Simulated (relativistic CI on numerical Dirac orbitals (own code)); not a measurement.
# S³⁺: one ion under different settings

How much do the settings matter for S³⁺? One ion, several inputs.

Program: relativistic CI on numerical Dirac orbitals (own code) version 3. Level of theory: Dirac-Coulomb-Breit CI, KLI orbitals optimised for each configuration, model QED (radiative potential, 1s self-energy scaled to tabulated hydrogen-like ionisation energies), numerical settings as typed. These are calculated values, not measurements, unless marked.

## 1. What is computed

```
ion            : S³⁺ (S IV)
nuclear charge : 16
electrons      : 13
isotope        : A = 32
```

## 2. The usual input

Settings, as recorded:

```ini
atom S  Z=16  charge=3  electrons=13
nucleus A=32  rms_radius_fm=3.2611
hamiltonian dirac-coulomb  breit=on  qed=on  c_scale=1
orbitals kli  potential=per-configuration
slater_scale 1
correlation none
mixing on
grid step=0.0125 r_max=25.7
scf mixing=0.4 start=green max_iterations=150 tolerance=2e-08 node_fill=0.05
configurations
  [Ne] 3s2 3p
end
```

The run is started by

```sh
> python run_levels.py task.json out
```

One command runs all members of the session, one after another, from task.json.

## 3. Breit term off

Changes to the settings of step 2:

```diff
@@ -2,3 +2,3 @@
 nucleus A=32  rms_radius_fm=3.2611
-hamiltonian dirac-coulomb  breit=on  qed=on  c_scale=1
+hamiltonian dirac-coulomb  breit=off  qed=on  c_scale=1
 orbitals kli  potential=per-configuration
```

## 4. Slater scale 0.6

Changes to the settings of step 3:

```diff
@@ -2,5 +2,5 @@
 nucleus A=32  rms_radius_fm=3.2611
-hamiltonian dirac-coulomb  breit=off  qed=on  c_scale=1
+hamiltonian dirac-coulomb  breit=on  qed=on  c_scale=1
 orbitals kli  potential=per-configuration
-slater_scale 1
+slater_scale 0.6
 correlation none
```

## 5. Speed-of-light factor 10, potential mixing 0.7

Settings, as recorded:

```ini
atom S  Z=16  charge=3  electrons=13
nucleus A=32  rms_radius_fm=3.2611
hamiltonian dirac-coulomb  breit=on  qed=on  c_scale=10
orbitals kli  potential=per-configuration
slater_scale 1
correlation none
mixing on
grid step=0.0125 r_max=25.7
scf mixing=0.7 start=green max_iterations=150 tolerance=2e-08 node_fill=0.05
configurations
  [Ne] 3s2 3p
end
```

## 6. Grid step 0.006, iteration limit 30

Settings, as recorded:

```ini
atom S  Z=16  charge=3  electrons=13
nucleus A=32  rms_radius_fm=3.2611
hamiltonian dirac-coulomb  breit=on  qed=on  c_scale=1
orbitals kli  potential=per-configuration
slater_scale 1
correlation none
mixing on
grid step=0.006 r_max=25.7
scf mixing=0.4 start=green max_iterations=30 tolerance=2e-08 node_fill=0.05
configurations
  [Ne] 3s2 3p
end
```

## 7. Potential mixing 2.5

Changes to the settings of step 6:

```diff
@@ -7,4 +7,4 @@
 mixing on
-grid step=0.006 r_max=25.7
-scf mixing=0.4 start=green max_iterations=30 tolerance=2e-08 node_fill=0.05
+grid step=0.0125 r_max=25.7
+scf mixing=2.5 start=green max_iterations=73 tolerance=2e-08 node_fill=0.05
 configurations
```

## 8. Nuclear radius 32.611

Settings, as recorded:

```ini
atom S  Z=16  charge=3  electrons=13
nucleus A=32  rms_radius_fm=32.6110
hamiltonian dirac-coulomb  breit=on  qed=on  c_scale=1
orbitals kli  potential=per-configuration
slater_scale 1
correlation none
mixing on
grid step=0.0125 r_max=25.7
scf mixing=0.4 start=green max_iterations=84 tolerance=2e-08 node_fill=0.05
configurations
  [Ne] 3s2 3p
end
```

(Steps that only read results are left out.)

**Question.** What will these runs give? Wanted: lowest level, usual settings; total energy; first excitation.

**Answer**, as computed:

| setting | total energy less usual (Ha) | largest shift of a level among the lowest eight of both runs, same label and place (cm⁻¹) | SCF iterations | time | lowest level | kind of change |
| --- | --- | --- | --- | --- | --- | --- |
| usual | 0 | 0 | 11 | 0.044 s | 3p 2P°1/2 | - |
| Breit term off | -0.0873 | 47.0 | 11 | 0.042 s | 3p 2P°1/2 | model term |
| Slater scale 0.6 | 0 | 0 | 11 | 0.042 s | 3p 2P°1/2 | model term |
| speed-of-light factor 10, potential mixing 0.7 | 1.02 | 953 | 9 | 0.043 s | 3p 2P°1/2 | unphysical constant |
| grid step 0.006, iteration limit 30 | -2.78e-05 | 0 | 10 | 0.079 s | 3p 2P°1/2 | numerical |
| potential mixing 2.5 | 0 | 0 | 14 | 0.042 s | 3p 2P°1/2 | extreme, harmless here |
| nuclear radius 32.611 | 0.0352 | 0.00818 | 11 | 0.036 s | 3p 2P°1/2 | unsound |

| quantity | value |
| --- | --- |
| lowest level, usual settings | 3p 2P°1/2 |
| total energy | -396.0512 Ha |
| first excitation | 962.8 cm⁻¹ |

Among the runs whose levels can be followed, they move most under «speed-of-light factor 10, potential mixing 0.7» (unphysical constant), by up to 953 cm⁻¹. No visible change in the result comes from «Slater scale 0.6» or «potential mixing 2.5». Only the listed configurations are in the model. Near neutrality, missing correlation can shift configurations against each other by thousands of cm⁻¹.
